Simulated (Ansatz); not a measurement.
# Si: the cost of one run

All numbers below are computed with Ansatz 0.2.0 (DFT PBE+D3(BJ), plane waves, PAW, scalar-relativistic, no spin polarisation).

## 1. The starting structure

The cell holds 17 atoms (Si17): a = 7.679 Å, b = 7.679 Å, c = 7.679 Å, α = 60.00°, β = 60.00°, γ = 60.00°.

Coordinates:

```xyz
17
Lattice="0.0000 5.4300 5.4300 5.4300 0.0000 5.4300 5.4300 5.4300 0.0000" Properties=species:S:1:pos:R:3 pbc="T T T"
Si    0.0000    0.0000    0.0000
Si    1.3575    1.3575    1.3575
Si    2.7150    2.7150    0.0000
Si    4.0725    4.0725    1.3575
Si    2.7150    0.0000    2.7150
Si    4.0725    1.3575    4.0725
Si    5.4300    2.7150    2.7150
Si    6.7875    4.0725    4.0725
Si    0.0000    2.7150    2.7150
Si    1.3575    4.0725    4.0725
Si    2.7150    5.4300    2.7150
Si    4.0725    6.7875    4.0725
Si    2.7150    2.7150    5.4300
Si    4.0725    4.0725    6.7875
Si    5.4300    5.4300    5.4300
Si    6.7875    6.7875    6.7875
Si    7.4633    7.4936    8.8486
```

## 2. Relaxing end A

The input, input.yaml:

```yaml
crystal:
  lattice:
    - [0.0, 5.43, 5.43]
    - [5.43, 0.0, 5.43]
    - [5.43, 5.43, 0.0]
  atoms:
    - { symbol: Si, position: [0.0, 0.0, 0.0] }
    - { symbol: Si, position: [0.125, 0.125, 0.125] }
    - { symbol: Si, position: [0.0, 0.0, 0.5] }
    - { symbol: Si, position: [0.125, 0.125, 0.625] }
    - { symbol: Si, position: [0.0, 0.5, 0.0] }
    - { symbol: Si, position: [0.125, 0.625, 0.125] }
    - { symbol: Si, position: [0.0, 0.5, 0.5] }
    - { symbol: Si, position: [0.125, 0.625, 0.625] }
    - { symbol: Si, position: [0.5, 0.0, 0.0] }
    - { symbol: Si, position: [0.625, 0.125, 0.125] }
    - { symbol: Si, position: [0.5, 0.0, 0.5] }
    - { symbol: Si, position: [0.625, 0.125, 0.625] }
    - { symbol: Si, position: [0.5, 0.5, 0.0] }
    - { symbol: Si, position: [0.625, 0.625, 0.125] }
    - { symbol: Si, position: [0.5, 0.5, 0.5] }
    - { symbol: Si, position: [0.625, 0.625, 0.625] }
    - { symbol: Si, position: [0.817575, 0.8119948, 0.562468] }
basis:
  ecutwfc: 420.0
kpoints:
  mp_grid: { grid: [2, 2, 2] }
hamiltonian:
  xc: pbe
  dispersion: d3bj
  pseudopotentials: { kind: paw, azcp: { folder: soft_1 } }
scf:
  occupations: { method: fermi_dirac, width: 0.02 }
  lower_state_search: "off"
relax:
  f_tol: 0.03
  max_steps: 60
  adjacent_minimum: "off"
```

Launch:

```
> ansatz run input.yaml --threads 1 --pin off --max-ram 3072MiB --backend cpu --events-out ev --progress --plain --runs-dir out
```

Q: Estimate wall time and peak memory on 1 thread of AMD EPYC 7R43 (Zen 3), shared host.

About 58 s, with a peak of 0.56 GiB.
